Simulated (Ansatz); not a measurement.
Predict the output of the script below (the Python package of Ansatz (0.2.0)).

The script, `xc.py`:
```python
'''Functional comparison for HfB2 (totals differ with the potentials too).'''

import warnings

import ansatz as az
import pandas as pd

warnings.simplefilter('ignore', az.DeckWarning)

lattice = az.Lattice.of(
    [3.14, 0.0, 0.0],
    [-1.57, 2.71932, 0.0],
    [0.0, 0.0, 3.48],
)
sites = [
    ('Hf', [0.0, 0.0, 0.0]),
    ('B', [1 / 3, 2 / 3, 0.5]),
    ('B', [2 / 3, 1 / 3, 0.5]),
]
crystal = az.Crystal(lattice=lattice)
for symbol, position in sites:
    crystal = crystal.atom(symbol, position)

calculation = crystal.calculation()
calculation = calculation.kpoints(10, 10, 8)
calculation = calculation.occupations('cold', width=0.1).basis(34 * az.Ry)
calculation = calculation.stress()

rows = []
for value in ['pbe', 'rpbe', 'revpbe', 'r2scan']:
    rep = calculation.functional(value).run(threads=1, backend='cpu').report
    rows.append((value, rep['free_energy_ev'] / len(rep['lattice']['sites']), rep['n_iterations'], sum(rep['stress_gpa'][i][i] for i in range(3)) / 3, rep['n_kpoints']))

table = pd.DataFrame(rows, columns=['functional', 'F/atom (eV)', 'iterations', 'P (GPa)', 'k-points'])
print(table.round(5).to_string(index=False))
```

Output of `python xc.py`:
```text
functional  F/atom (eV)  iterations  P (GPa)  k-points
       pbe  -5345.40464           6  1.37683        70
      rpbe  -5350.24360           6  5.60291        70
    revpbe  -5348.86285           6  4.55540        70
    r2scan  -5349.79176           7 -0.62664        70
```

What to keep in mind:
- The cutoff lies under the one recommended for these potentials in some of the runs.
- Under the recommended cutoff a pressure can be off by several GPa, even in sign.
- For a metal this k-point mesh is coarse: on a finer one energies can move by several to tens of meV an atom and pressures by half a GPa or more, differences at one mesh by less.
- Pressure is positive in compression.
- Spin-orbit coupling, which matters for elements this heavy, is left out.
- The starting cell is as deposited in a crystallographic database; the results hold for this polymorph, which needn't be the stable one.
- Total energies of different functionals can't be compared; pressures, moments and gaps at this one structure can.
- The script silences the warnings on its input, which a real study should read.
- Run time: 12 s on 1 thread of Intel(R) Xeon(R) Processor @ 2.30GHz, on a shared host, peak memory 0.64 GiB.
